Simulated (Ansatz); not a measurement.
Crystal: ZnHgO2.

```
Zn Hg O
1.0
     4.00922    0.00000    0.00000
     0.00000    4.00922    0.00000
     0.00000    0.00000    3.30459
Zn Hg O
1 1 2
Direct
  0.00000 0.00000 0.00000
  0.50000 0.50000 0.50000
  0.50000 0.00000 0.00000
  0.00000 0.50000 0.00000
```

The cell was built by a generator and needn't be a form met in nature.

```yaml
Program: Ansatz 0.2.0
Task: relaxation of cell and atoms
Functional: RPBE
Dispersion: D4
Potentials_or_basis: Ansatz PAW
Cutoff: "420 eV (not typed: the program's choice for these potentials)"
k_mesh: 5 × 5 × 6
Occupations: fermi-dirac, width 0.05 eV
Spin: no spin polarisation
```

At the start: volume 13.28 Å³/atom.

**Question.** Where does the relaxation end?

**Answer.** It ends after 7 steps and the volume is 12.99 Å³/atom (-2.2 %); space group P4/mmm (No. 123, to 0.05 Å).

The path:
```csv
step,energy change (eV),largest force (eV/Å),volume (Å³)
1,0.0000,0.0000,53.12
2,-0.0102,0.0000,51.43
3,-0.0114,0.0000,52.06
4,-0.0115,0.0000,52.03
5,-0.0088,0.0000,52.03
6,-0.0090,0.0000,51.97
7,-0.0088,0.0000,51.97
```

Final structure:
```
Zn Hg O
1.0
     4.00058    0.00000    0.00000
     0.00000    4.00058    0.00000
     0.00000    0.00000    3.24722
Zn Hg O
1 1 2
Cartesian
  0.0000 0.0000 0.0000
  2.0003 2.0003 1.6236
  2.0003 0.0000 0.0000
  0.0000 2.0003 0.0000
```

Caveat: the plane-wave basis is chosen anew once the cell has moved, so the energies of steps on either side of that aren't comparable; the pressure holds a Pulay correction of +0.5 GPa for the finite cutoff; pairwise dispersion overbinds metals, which lowers pressure and volume; the PAW data sets come from PBE, with cores solved anew for the run's functional, which leaves a small shift of forces and pressure.
